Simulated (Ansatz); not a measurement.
# HF/3-21G run of C2H3F3 (SMILES CC(F)(F)F)

Aim: the electronic atomisation energy of C2H3F3 at HF/3-21G, from 4 runs. 

Program for the calculation: Ansatz 0.2.0.

53 further runs of the same task are left out: 1 that didn't finish, 52 set aside as unsound or not needed.

## (1) The system as given

C2H3F3 has 8 atoms, charge 0, and is taken as a singlet. As SMILES, `CC(F)(F)F`. The shape is that of a PBE0-D4/def2-TZVP optimisation.

Bond lengths: C1–C2 1.497 Å, C2–F3 1.341 Å, C2–F4 1.341 Å, C2–F5 1.341 Å, C1–H6 1.089 Å, C1–H7 1.089 Å, C1–H8 1.089 Å. Some angles: C1–C2–F3 111.8°, C1–C2–F4 111.8°, C1–C2–F5 111.8°, F3–C2–F4 107.1°, F3–C2–F5 107.1°, F4–C2–F5 107.1°, C2–C1–H6 109.3°, C2–C1–H7 109.3°, C2–C1–H8 109.3°, H6–C1–H7 109.7°.

## (2) A single-point energy at HF/3-21G

Input file job.yaml:

```yaml
crystal:
  periodic: [false, false, false]
  atoms:
    - {symbol: C, position_ang: [-0.615400, -0.141500, 0.471500]}
    - {symbol: C, position_ang: [0.557600, 0.109900, -0.423700]}
    - {symbol: F, position_ang: [1.692800, -0.382000, 0.093900]}
    - {symbol: F, position_ang: [0.395200, -0.458200, -1.627700]}
    - {symbol: F, position_ang: [0.754200, 1.420300, -0.629900]}
    - {symbol: H, position_ang: [-0.441600, 0.335800, 1.434900]}
    - {symbol: H, position_ang: [-0.738000, -1.214600, 0.611200]}
    - {symbol: H, position_ang: [-1.512600, 0.273100, 0.014000]}
basis:
  gaussian:
    orbitals: 3-21G.json
accuracy: high
output:
  orbitals: {seedname: orbitals}
hamiltonian:
  xc: hf
```

The basis set 3-21G is read from a file made from the Basis Set Exchange's data (not shown).

Started as:

```bash
$ ansatz run job.yaml --threads 1 --pin off --max-ram 3480MiB --events-out events.jsonl --progress --plain --runs-dir runs
```

Log:

```text
Warning: RAYON_NUM_THREADS=1 ignored (pool sized by the plan → 1); use --threads N
Functional definition: HF
  name "HF"
  exchange = exact_x
  correlation = 0
1155 factors; integrals over basis functions are off by at most 3.6e-9 eV
mean field evaluation 1: about -10167.6301 eV, gradient 3.8e1 eV
mean field evaluation 2: about -10167.9912 eV, gradient 3.9e1 eV
mean field evaluation 4: about -10171.2860 eV, gradient 2.6e0 eV
mean field evaluation 8: about -10171.3212 eV, gradient 1.6e-1 eV
mean field evaluation 16: about -10171.3213 eV, gradient 4.9e-8 eV
mean field -10171.32134794 eV, -373.7891651675 hartree, gradient 4.9e-8 eV, S^2 0.000000; 0 other end points of the search recorded, 0 dependent functions left out
reference -10171.32134794 eV, -373.7891651675 hartree; 21, 21 occupied and 30, 30 virtual orbitals, 1155 factors
Total energy: -10171.32134794 eV, -373.7891651675 hartree
```

It took 0.56 s on 1 thread of Arm Neoverse V1, shared host; peak memory 0.11 GiB.

## (3) The C atom

Input file job.yaml:

```yaml
crystal:
  periodic: [false, false, false]
  atoms:
    - {symbol: C, position_ang: [0.000000, 0.000000, 0.000000]}
basis:
  gaussian: {orbitals: 3-21G.json}
total_charge: 0
magnetization: {spin_polarized: true, initial_magnetization: 2}
hamiltonian: {xc: hf}
accuracy: high
```

The basis set 3-21G is read from a file made from the Basis Set Exchange's data (not shown).

Started as:

```bash
$ ansatz run job.yaml --threads 1 --pin off --max-ram 3480MiB --events-out events.jsonl --progress --plain --runs-dir runs
```

Log:

```text
Warning: RAYON_NUM_THREADS=1 ignored (pool sized by the plan → 1); use --threads N
Functional definition: HF
  name "HF"
  exchange = exact_x
  correlation = 0
42 factors; integrals over basis functions are off by at most 9.6e-9 eV
mean field evaluation 1: about -1019.7341 eV, gradient 4.9e0 eV
mean field evaluation 2: about -1019.7347 eV, gradient 4.9e0 eV
mean field evaluation 4: about -1019.9117 eV, gradient 1.9e-1 eV
mean field evaluation 8: about -1019.9119 eV, gradient 6.4e-5 eV
mean field evaluation 16: about -1019.9118 eV, gradient 6.1e-2 eV
mean field evaluation 32: about -1019.9119 eV, gradient 2.8e-8 eV
mean field -1019.91186813 eV, -37.4810698326 hartree, gradient 2.8e-8 eV, S^2 2.000971; 2 other end points of the search recorded, 0 dependent functions left out
reference -1019.91186813 eV, -37.4810698326 hartree; 4, 2 occupied and 5, 7 virtual orbitals, 42 factors
Total energy: -1019.91186813 eV, -37.4810698326 hartree
```

Wall time 0.04 s (1 thread of Arm Neoverse V1, shared host).

## (4) The F atom

Input file molecule.yaml:

```yaml
crystal:
  periodic: [false, false, false]
  atoms:
    - symbol: F
      position_ang: [0.000000, 0.000000, 0.000000]
basis:
  gaussian:
    orbitals: 3-21G.json
magnetization:
  spin_polarized: true
  initial_magnetization: 1
hamiltonian:
  xc: hf
accuracy: high
```

The basis set 3-21G is read from a file made from the Basis Set Exchange's data (not shown).

Started as:

```bash
$ ansatz run molecule.yaml --threads 1 --pin off --max-ram 3480MiB --events-out events.jsonl --progress --plain --runs-dir runs
```

Log:

```text
Warning: RAYON_NUM_THREADS=1 ignored (pool sized by the plan → 1); use --threads N
Functional definition: HF
  name "HF"
  exchange = exact_x
  correlation = 0
42 factors; integrals over basis functions are off by at most 1.1e-8 eV
mean field evaluation 1: about -2689.6565 eV, gradient 4.1e0 eV
mean field evaluation 2: about -2689.6568 eV, gradient 4.1e0 eV
mean field evaluation 4: about -2689.7090 eV, gradient 3.8e-1 eV
mean field evaluation 8: about -2689.7097 eV, gradient 1.4e-7 eV
mean field evaluation 16: about -2689.7097 eV, gradient 2.7e-2 eV
mean field -2689.70972651 eV, -98.8450092986 hartree, gradient 5.0e-8 eV, S^2 0.750308; 0 other end points of the search recorded, 0 dependent functions left out
reference -2689.70972651 eV, -98.8450092986 hartree; 5, 4 occupied and 4, 5 virtual orbitals, 42 factors
Total energy: -2689.70972651 eV, -98.8450092986 hartree
```

Run time: 0.04 s. Hardware: 1 thread of Arm Neoverse V1, shared host.

## (5) The H atom, same level

Input file input.yaml:

```yaml
crystal:
  periodic: [false, false, false]
  atoms:
    - {symbol: H, position_ang: [0.000000, 0.000000, 0.000000]}
basis:
  gaussian:
    orbitals: 3-21G.json
magnetization:
  spin_polarized: true
  initial_magnetization: 1
hamiltonian:
  xc: hf
accuracy: high
```

The basis set 3-21G is read from a file made from the Basis Set Exchange's data (not shown).

Run the same way, it converges to -0.49620 Eh (log not shown).

## (6) What came out

At HF/3-21G:

```
                     quantity          value
       molecule: total energy  -373.78917 Eh
        molecule: HOMO energy      -15.11 eV
        molecule: LUMO energy        7.47 eV
      molecule: HOMO–LUMO gap       22.57 eV
         C atom: total energy   -37.48107 Eh
                 C atom: ⟨S²⟩          2.001
         F atom: total energy   -98.84501 Eh
                 F atom: ⟨S²⟩          0.750
         H atom: total energy    -0.49620 Eh
                 H atom: ⟨S²⟩          0.750
electronic atomisation energy      21.862 eV
```

In words: Taking the molecule apart into free atoms costs 21.86 eV (2109 kJ/mol), before zero-point energy and without spin-orbit coupling. Hartree–Fock lacks the correlation of the bonding pairs, which as a rule makes this value much too low; in minimal bases other errors can mask that. The basis has no polarisation functions, which makes bonds too weak.
